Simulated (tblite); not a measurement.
# C7H15BN2: the cost of one run

The runs use tblite 0.8.0 and PySCF 2.14.0, with density-fitted response routines of our own; the level of theory stands in each step. All values are computed, except where a source is named. Atoms are numbered from 0 throughout.

## (1) Starting geometry

25 atoms, charge 0, multiplicity 1; geometry from: force field or distance geometry start.

Bonds of the start (Å): C0–C1 1.33, C1–C2 1.47, C2–N3 1.47, N3–B4 1.52, B4–N5 1.53, B4–C6 1.57, C6–C7 1.50, C7–C8 1.50, C8–C9 1.49, C9–C6 1.51, C0–H10 1.08, C0–H11 1.08, C1–H12 1.11, C2–H13 1.11, C2–H14 1.13, N3–H15 1.05, N5–H16 1.05, N5–H17 1.06, C6–H18 1.13, C7–H19 1.11, C7–H20 1.13, C8–H21 1.13, C8–H22 1.11, C9–H23 1.11, C9–H24 1.11.

## (2) Relaxing the molecule with GFN2-xTB

The job: settings as JSON, then the geometry in Å.

```
{"job": {"kind": "relax", "xc": "GFN2-xTB", "basis": "xTB"}, "charge": 0, "multiplicity": 1}
C      4.049900     0.084600     0.238100
C      3.149400    -0.781200     0.692900
C      1.872100    -0.991300    -0.006700
N      0.699400    -0.674200     0.822600
B     -0.566800    -0.919800     0.023400
N     -0.738700    -2.323500    -0.554700
C     -1.853200    -0.020500     0.078100
C     -1.862400     1.132600     1.034600
C     -1.989000     2.078800    -0.128100
C     -2.035100     0.935600    -1.082700
H      4.974300     0.209300     0.783400
H      3.885300     0.682900    -0.651100
H      3.311700    -1.381400     1.610100
H      1.762900    -2.044700    -0.336100
H      1.777400    -0.282700    -0.881700
H      0.807000     0.332900     1.091200
H     -0.665600    -2.206100    -1.598800
H     -1.741300    -2.586000    -0.330000
H     -2.764800    -0.685700     0.119900
H     -0.975100     1.264600     1.682900
H     -2.779900     1.209000     1.692700
H     -2.988900     2.609900    -0.150000
H     -1.160900     2.812800    -0.237700
H     -1.165400     0.793200    -1.760400
H     -3.013200     0.774700    -1.585200
```

On the command line:

```sh
$ OMP_NUM_THREADS=1 python probes_run.py task.json out
```

The driver reads the jobs from task.json and runs them one after another.

Q: Estimate the wall time of this first job on 1 thread of Arm Neoverse N1, shared host.

About 2.5 s.
